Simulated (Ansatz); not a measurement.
Crystal: Ba2Tl5V3O12.

```
Ba V Tl O
1.0
     6.04370    0.09549   -0.45385
    -2.57588    5.54230    0.02961
    -1.21315   -2.06132   13.92196
Ba V Tl O
2 3 5 12
Direct
  0.88251 0.01561 0.47320
  0.57886 0.79688 0.88922
  0.26936 0.10580 0.98468
  0.11629 0.55820 0.33914
  0.60807 0.30696 0.66552
  0.48361 0.28991 0.38373
  0.08311 0.07485 0.74869
  0.77279 0.89398 0.17719
  0.29791 0.66599 0.60107
  0.97201 0.46636 0.04740
  0.02458 0.05647 0.04354
  0.16369 0.86975 0.88754
  0.33585 0.37289 0.93818
  0.53308 0.10242 0.04892
  0.42674 0.67762 0.40063
  0.95197 0.64202 0.41211
  0.00696 0.24041 0.32565
  0.08373 0.64865 0.23032
  0.85890 0.33214 0.61652
  0.63673 0.58163 0.72390
  0.56343 0.09920 0.74423
  0.34984 0.20226 0.56862
```

The cell was built by a generator and needn't be a form met in nature.

* Program: Ansatz 0.2.0
* Task: single point
* Functional: PBE
* Potentials or basis: Ansatz PAW
* Cutoff: 420 eV (not typed: the program's choice for these potentials)
* k mesh: 5 × 5 × 2
* Occupations: fermi-dirac, width 0.05 eV
* Spin: collinear spin, ferromagnetic start
* Starting moments: [0.0, 0.0, 2.0, 2.0, 2.0, 0.0, 0.0, 0.0, 0.0, 0.0, 0.0, 0.0, 0.0, 0.0, 0.0, 0.0, 0.0, 0.0, 0.0, 0.0, 0.0, 0.0] μB

On this cell: pressure 0.0 GPa; largest force 0.006 eV/Å; net moment 0.00 μB per cell; band gap on the k mesh 3.02 eV, indirect (least direct gap 3.03 eV).

The same run follows on a disturbed copy (atoms moved at random, drawn with an rms of 0.05 Å):

```
Ba V Tl O
1.0
     6.04370    0.09549   -0.45385
    -2.57588    5.54230    0.02961
    -1.21315   -2.06132   13.92196
Ba V Tl O
2 3 5 12
Direct
  0.89021 0.02286 0.47468
  0.58382 0.79470 0.88921
  0.25606 0.09760 0.98292
  0.11338 0.56674 0.34241
  0.60961 0.31186 0.66775
  0.48227 0.28588 0.38670
  0.09010 0.08580 0.74782
  0.78183 0.89466 0.17807
  0.30805 0.67081 0.60201
  0.97428 0.46644 0.04601
  0.01600 0.05356 0.04231
  0.17017 0.87875 0.88941
  0.32150 0.36803 0.93877
  0.53075 0.10029 0.05246
  0.42739 0.67463 0.40410
  0.96008 0.64343 0.41292
  0.99664 0.23559 0.32745
  0.08147 0.64861 0.23124
  0.86069 0.34191 0.61762
  0.63679 0.58456 0.72434
  0.55920 0.09841 0.74395
  0.34728 0.20232 0.57130
```

Q: What does the disturbed cell give?

A: The energy moves by +20.1 meV/atom; pressure 0.6 GPa; largest force 4.339 eV/Å; net moment 0.00 μB per cell; band gap on the k mesh 2.72 eV, indirect (least direct gap 2.84 eV).

Forces in eV/Å, atoms in the order of the input:
```
Ba  -0.262 -0.117 -0.095
Ba  -0.233  0.015  0.324
V    1.964  1.940  2.827
V    3.103 -1.956 -2.317
V    0.169 -0.442 -0.669
Tl  -0.231  0.094 -0.098
Tl  -0.042  0.015  0.070
Tl  -0.187  0.001  0.030
Tl  -0.071  0.037 -0.049
Tl  -0.115 -0.105  0.137
O   -0.356 -0.307 -0.038
O   -0.033 -1.821 -2.055
O    0.000  0.237 -0.298
O   -1.164  0.082 -0.849
O   -0.268  0.082 -0.025
O   -2.291  0.703  1.851
O   -0.007  1.049  0.251
O   -0.075  0.099  0.307
O   -0.115 -0.123  0.096
O   -0.107  0.266  0.305
O    0.116  0.099  0.160
O    0.204  0.150  0.134
```

Stress tensor (GPa, compression positive):
```
 0.36 -0.27 -1.41
-0.27  0.23  0.76
-1.41  0.76  1.23
```

Caveats: odd divisions of the mesh miss points on the zone boundary, where band edges often lie, so the gap on the mesh can be too wide; spin-orbit coupling is left out, which as a rule narrows the gap of such compounds by several tenths of an eV; the starting moments weren't kept.

A k mesh can miss the band edges.
